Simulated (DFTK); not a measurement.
Wanted: the native input for a DFTK 0.8.2 run.

* Task: equation of state
* Functional: PBE
* Potentials or basis: dojo.nc.sr.pbe.v0_4_1.standard.upf (PBE)
* Cutoff: 1116 eV
* k mesh: 10 × 10 × 10
* Occupations: fermi-dirac, width 0.05 eV
* Spin: no spin polarisation
* Valence electrons: C 4, Hf 12
* Volume scales: [0.94, 0.96, 0.98, 1.0, 1.02, 1.04, 1.06]
* SCF tolerance on the density: 1e-06

Crystal: HfC.

```
CELL_PARAMETERS angstrom
0.00000 2.32500 2.32500
2.32500 0.00000 2.32500
2.32500 2.32500 0.00000
ATOMIC_POSITIONS crystal
Hf 0.50000 0.50000 0.50000
C 0.00000 0.00000 0.00000
```

One way to write it, as run:

run.jl

```julia
using DFTK
using PseudoPotentialData
using Unitful, UnitfulAtomic
using LinearAlgebra, Printf
include("save.jl")
disable_threading()

# lattice vectors are the columns
lattice = austrip(1u"Å") * [           0.0          2.325          2.325;
                    2.325            0.0          2.325;
                    2.325          2.325            0.0]
symbols   = [:Hf, :C]
positions = [[0.5, 0.5, 0.5],
             [0.0, 0.0, 0.0]]
pseudopotentials = PseudoFamily("dojo.nc.sr.pbe.v0_4_1.standard.upf")
elements = Dict(s => ElementPsp(s, pseudopotentials) for s in unique(symbols))
atoms    = [elements[s] for s in symbols]

build_model(lattice, positions; symmetries=true) =
    model_DFT(lattice, atoms, positions;
              functionals=PBE(),
              temperature=austrip(0.05u"eV"),
              smearing=Smearing.FermiDirac(),
              symmetries)
Ecut  = 41.0  # hartree
kgrid = [10, 10, 10]
tol   = 1e-6
to_GPa = ustrip(uconvert(u"GPa", 1u"hartree/bohr^3"))

results["points"] = []
for scale in [0.94, 0.96, 0.98, 1.0, 1.02, 1.04, 1.06]
    println("\n=== scale = ", scale)
    model = build_model(cbrt(scale) * lattice, positions)
    basis = PlaneWaveBasis(model; Ecut, kgrid)
    t0 = time()
    scfres = self_consistent_field(basis;
                                   tol,
                                   nbandsalg=AdaptiveBands(model; n_bands_converge=13))
    seconds = time() - t0
    @printf "SCF: %d iterations, %.1f s\n" scfres.n_iter seconds
    forces = compute_forces_cart(scfres)
    stress = compute_stresses_cart(scfres)
    @printf "V = %.5f Å^3  F = %.8f Ha  max force = %.5f eV/Å  p = %.4f GPa\n" ustrip(auconvert(u"Å^3", model.unit_cell_volume)) scfres.energies.total ustrip(auconvert(u"eV/Å", maximum(norm, forces))) (-tr(stress) / 3 * to_GPa)
    push!(results["points"], save_scf!(scfres; forces, stress, d=Dict{String,Any}("seconds" => seconds, "n_matvec" => get(scfres, :n_matvec, 0))))
end

# third-order Birch-Murnaghan fit in x = V^(-2/3)
V = [0.94, 0.96, 0.98, 1.0, 1.02, 1.04, 1.06] * abs(det(lattice))
E = [p["total"] for p in results["points"]]
x = V .^ (-2 / 3)
c = [x .^ 0 x x .^ 2 x .^ 3] \ E
Δ = c[3]^2 - 3c[2] * c[4]
if Δ > 0
    x0 = (-c[3] + sqrt(Δ)) / 3c[4]
    B0 = 4 / 9 * x0^(7 / 2) * (2c[3] + 6c[4] * x0)
    @printf "V0 = %.4f Å^3  B0 = %.2f GPa\n" ustrip(auconvert(u"Å^3", x0^(-3 / 2))) B0 * to_GPa
end
```

Potentials or basis: dojo.nc.sr.pbe.v0_4_1.standard.upf (PBE).

Command:

```bash
$ julia --threads=1 run.jl  # save.jl only writes the numbers to a file and isn't shown; printed stress counts tension as positive; times include loading and compiling
```

It gave:

| Quantity | Value |
| --- | --- |
| Equilibrium volume | 12.59 Å³/atom |
| Bulk modulus | 237 GPa |
| Pressure derivative of the bulk modulus | 4.0 |

Run time: 24 min on 1 thread of Intel(R) Xeon(R) Platinum 8259CL CPU @ 2.50GHz (Skylake/Cascade Lake), with other jobs on the host, peak memory 1.7 GiB.
